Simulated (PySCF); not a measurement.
# C5H4F2: the cost of one run

The runs use PySCF 2.14.0, with density-fitted response routines of our own; the level of theory stands in each step. All values are computed, except where a source is named. Atoms count from 0, in the outputs and in this text.

### Step 1. The molecule as given

11 atoms, charge 0, multiplicity 1; geometry from: PBE0-D3(BJ)/def2-SVP.

Bonds of the start (Å): F0–C1 1.32, C1–C2 1.35, C2–F3 1.32, C2–C4 1.49, C4–C5 1.50, C5–C6 1.35, C6–C1 1.46, C4–H7 1.11, C4–H8 1.10, C5–H9 1.09, C6–H10 1.09.

### Step 2. NMR shieldings: PBE0/6-31G*

Job settings and geometry (Å):

```
{"job": {"kind": "nmr", "xc": "PBE0", "basis": "6-31G*", "pop": true}, "charge": 0, "multiplicity": 1}
F      2.284847     1.183803    -0.362831
C      1.121299     0.583502    -0.175021
C      0.782705    -0.671349    -0.530273
F      1.533550    -1.573791    -1.140309
C     -0.627552    -0.933702    -0.132374
C     -1.046790     0.357653     0.505092
C     -0.016291     1.227009     0.472968
H     -0.702433    -1.782932     0.570712
H     -1.256036    -1.191158    -1.003899
H     -2.035458     0.532822     0.928068
H      0.006846     2.247485     0.857054
```

Level: GIAO PBE0/6-31G* NMR shielding, non-relativistic, gas phase.

Command:

```bash
$ OMP_NUM_THREADS=1 python probes_run.py task.json out
```

This one command runs all jobs of the session in turn.

Q: Estimate the wall time and peak memory of this first job on 1 thread of Arm Neoverse V1, shared host.

About 8 s, with a peak of 0.58 GiB.
